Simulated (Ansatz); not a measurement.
# ZrN (doublet): the correlation ladder, def2-QZVPP

The task here is to estimate one member of a computed series from the others.

The runs use Ansatz 0.2.0, Gaussian basis; def2-QZVPP, core rule «outside noble gas», up to 5 orbitals frozen.

Plan: UHF; ROHF; CCSD(T) on UHF.

**What is computed**

The geometry is a PBE0/def2-TZVP stationary point (not a proven minimum) of the parent state, kept for this charge and spin. No spin-orbit coupling is included. Elements past krypton take def2 core potentials.

2 atoms, charge 0, spin multiplicity 2.

Atoms are counted from 1 here; the program's logs count them from 0.

Bond lengths: Zr1–N2 1.771 Å.

Set-up of the first run:

Input file in.yaml:

```yaml
crystal:
  periodic: [false, false, false]
  atoms:
    - {symbol: Zr, position_ang: [0.000000, 0.000000, 0.000000]}
    - {symbol: N, position_ang: [0.000000, 0.000000, 1.771293]}
basis:
  gaussian: {orbitals: "def2-QZVPP.json"}
magnetization: {spin_polarized: true, initial_magnetization: 1}
hamiltonian: {xc: hf}
output: {orbitals: {seedname: orbitals}}
```

Command:

```bash
$ ansatz run in.yaml --threads 1 --pin off --events-out ev --progress --plain --max-ram 4096MiB --backend cpu
```

Among the steps run: UHF; ROHF; CCSD(T) on UHF.

One of the session's tables, all rows but one given; the rest of the session is left out.

It belongs to the step «Misses and costs». 

```
  method  from UCCSD(T) (kJ/mol)
    ROHF                  +924.6
     UHF                  +902.7
    UMP2                   +78.1
   UCCSD                       ?
UCCSD(T)                       0
```

Q: Estimate the row for UCCSD from the others.

As computed: from UCCSD(T) (kJ/mol): +64.9. In the column «from UCCSD(T) (kJ/mol)» it lies between UCCSD(T) (0) and UMP2 (+78.1).

The program flags UCCSD(T) as in doubt (see the logs), so the zero of the table is itself unsure.

Caveats from the session: The determinant is far from a pure spin state, so its energy mixes those of several spin states (harmless only where they are near-degenerate, as at dissociation). The program flags UCCSD(T) as in doubt, so the zero of the table is itself unsure.
